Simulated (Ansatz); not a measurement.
# GeH4SSi: a ladder of functionals and wavefunction methods

The task here is to estimate one member of a computed series from the others.

Program: Ansatz 0.2.0, Gaussian basis. Level of theory: functionals in def2-TZVPP, the program's frozen cores in correlated methods. These are calculated values, not measurements.

Plan: LDA (SPW92), PBE-D4, revPBE-D4, BLYP-D4, r2SCAN-D4, B97M-V, PBE0-D4, B3LYP-D4, r2SCANh-D4, r2SCAN0-D4, HSE06-D4, BHLYP-D4, CAM-B3LYP-D4, LC-ωPBE, ωB97X-V, ωB97M-V, B2PLYP, PBE-QIDH; CCSD(T)/def2-SVP; CCSD(T)/def2-TZVPP; MP2/def2-QZVPP; extrapolation to the limit; RPA on PBE.

## The geometry

The geometry comes from an earlier relaxation with PBE0-D4 in a triple-zeta def2 set; it is a stationary point, not always the lowest conformer.

SMILES `[SiH2]1[S][GeH2]1`, 7 atoms, charge 0, spin multiplicity 1.

Atoms are counted from 1 here; the program's logs count them from 0.

Bond lengths: Si1–S2 2.129 Å, Si1–Ge3 2.295 Å, Si1–H4 1.482 Å, Si1–H5 1.482 Å, S2–Ge3 2.279 Å, Ge3–H6 1.531 Å, Ge3–H7 1.531 Å. Angles: S2–Si1–Ge3 61.9°, S2–Si1–H4 116.8°, S2–Si1–H5 116.8°, Ge3–Si1–H4 120.5°, Ge3–Si1–H5 120.5°, H4–Si1–H5 111.7°, Si1–S2–Ge3 62.6°, Si1–Ge3–S2 55.5°, Si1–Ge3–H6 123.1°, Si1–Ge3–H7 123.1°, S2–Ge3–H6 111.7°, S2–Ge3–H7 111.7°, H6–Ge3–H7 113.1°.

The first run:

in.yaml reads:

```yaml
crystal:
  periodic: [false, false, false]
  atoms:
    - {symbol: Si, position_ang: [-0.978815, -0.261231, -0.557605]}
    - {symbol: S, position_ang: [-0.207163, 1.704049, -0.281767]}
    - {symbol: Ge, position_ang: [1.004170, -0.026319, 0.572740]}
    - {symbol: H, position_ang: [-0.997132, -0.782972, -1.944380]}
    - {symbol: H, position_ang: [-2.224901, -0.597802, 0.170173]}
    - {symbol: H, position_ang: [1.093167, 0.044768, 2.099647]}
    - {symbol: H, position_ang: [2.371977, -0.148393, -0.104509]}
basis:
  gaussian: {orbitals: def2-TZVPP}
hamiltonian: {xc: lda}
output: {orbitals: {seedname: orbitals}}
```

Run with:

```console
$ ansatz run in.yaml --threads 2 --pin off --events-out ev --progress --plain --max-ram 4352MiB
```

Steps of the session up to this table: LDA; PBE-D4 (GGA); revPBE-D4 (GGA); BLYP-D4 (GGA); r2SCAN-D4 (meta-GGA); B97M-V (meta-GGA); B3LYP-D4 (hybrid); r2SCANh-D4 (hybrid); r2SCAN0-D4 (hybrid); HSE06-D4 (hybrid); BHLYP-D4 (hybrid); CAM-B3LYP-D4 (range-separated); LC-ωPBE (range-separated); ωB97X-V (range-separated); ωB97M-V (range-separated); B2PLYP (double hybrid); PBE-QIDH (double hybrid).

One table of the session follows, with a row left open; its other results are not shown here.

It belongs to the step «Frontier levels by functional». 

| functional | HOMO (eV) | gap (eV) |
| --- | --- | --- |
| LDA (SPW92) | -6.21 | 4.52 |
| PBE-D4 | -6.12 | 4.65 |
| revPBE-D4 | -6.09 | 4.70 |
| BLYP-D4 | -5.93 | 4.54 |
| r2SCAN-D4 | -6.40 | 5.20 |
| B97M-V | -6.50 | 5.21 |
| PBE0-D4 | -7.24 | 6.61 |
| B3LYP-D4 | -7.02 | 6.15 |
| r2SCANh-D4 | -6.82 | 5.92 |
| r2SCAN0-D4 | -7.39 | 6.91 |
| HSE06-D4 | ? | ? |
| BHLYP-D4 | -8.06 | 8.31 |
| CAM-B3LYP-D4 | -8.40 | 8.74 |
| LC-ωPBE | -9.66 | 11.13 |
| ωB97X-V | -9.35 | 10.73 |
| ωB97M-V | -9.18 | 10.27 |

**Question.** Estimate the row for HSE06-D4.

**Answer.** HOMO (eV): -6.85; gap (eV): 5.85. In the column «HOMO (eV)» it lies between B3LYP-D4 (-7.02) and r2SCANh-D4 (-6.82).
